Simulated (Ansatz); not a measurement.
**Hf2CuSb3: forces, levels, charges and fields**

The system is Hf2CuSb3, a cell strained and shaken away from equilibrium. Wanted, at the geometry given: the forces and stress that the distortion brings, and the levels of the distorted cell.

Computed, not measured: Ansatz 0.2.0, DFT, r2SCAN, no spin polarisation, plane waves, PAW.

### Step 1. The structure

Cell: a = 3.911 Å, b = 3.987 Å, c = 8.439 Å, α = 91.02°, β = 91.13°, γ = 90.36°. Nearest neighbours (Å): Sb1: 4 Cu at 2.58 to 3.04, 3 Hf at 2.80 to 3.05; Cu2: 3 Sb at 2.58 to 2.89, 2 Hf at 2.77 to 2.78; Hf3: 7 Sb at 2.59 to 3.20; Hf4: 2 Cu at 2.77 to 2.78, 7 Sb at 2.80 to 3.19; Sb5: 5 Hf at 2.81 to 3.17; Sb6: 2 Hf at 2.59 to 2.84.

The coordinates stand in the input below.

Its first density is an earlier solution for the same cell, read from a checkpoint.

### Step 2. The calculation

input.yaml reads:

```yaml
crystal:
  lattice:
    - [3.910495, -0.012406, -0.038252]
    - [-0.012406, 3.986779, -0.03501]
    - [-0.083833, -0.076728, 8.438116]
  atoms:
    - { symbol: Sb, position: [0.466058, 0.538536, 0.99445] }
    - { symbol: Cu, position: [0.991407, 0.98215, 0.009999] }
    - { symbol: Hf, position: [0.984226, 0.457407, 0.707343] }
    - { symbol: Hf, position: [0.4989, 0.010459, 0.243586] }
    - { symbol: Sb, position: [0.945282, 0.505158, 0.371221] }
    - { symbol: Sb, position: [0.548619, 0.993621, 0.621663] }
kpoints:
  mp_grid: { grid: [5, 5, 2], shift: [0.5, 0.5, 0.0] }
magnetization:
  spin_polarized: false
scf:
  occupations: { method: fermi_dirac }
  lower_state_search: "off"
  max_iter: 200
hamiltonian:
  pseudopotentials: { kind: paw }
  xc: r2scan
basis:
  ecutwfc: 500
  fft_grid_basis: typed
output:
  forces: true
  stress: true
  eigenvalues: true
  populations: true
  elf: true
  write_potential: true
  volumetric_format: npy
  dos:
    e_range: [-12, 8]
    de: 0.05
    projected: { site_lists: { Cu: [Cu], Hf: [Hf], Sb: [Sb] } }
checkpoint:
  read: saved_state
```

**Question.** What will these runs give? Wanted: largest force; pressure; character.

**Answer**, as computed:

| quantity | value |
| --- | --- |
| largest force | 3.558 eV/Å on Hf3 |
| pressure | 3.6 GPa |
| formation energy (elements from separate runs) | -0.22 eV/atom |
| character | metal |
| density of states, mean within 0.25 eV of the Fermi level | 2.9 per eV per cell |

Bands cross the Fermi level: a metal; within 0.25 eV of the Fermi level the density of states averages 2.9 per eV per cell, mostly Hf d (56 %) and Sb p (27 %). Forces reach 3.6 eV/Å, so the geometry is far from rest and the levels are not those of the relaxed cell. With forces up to 3.56 eV/Å (on Hf3), a relaxation would move the atoms. Against the elements' reference phases (Sb A7 rhombohedral, Cu fcc, Hf hcp; separate runs with the same functional) the formation energy is -0.22 eV per atom, so it holds against falling apart into elements. At 3.6 GPa the cell is compressed and would expand, and unequal principal stresses would change its shape.

Limits of this run: the k mesh is coarse for a cell without a gap.
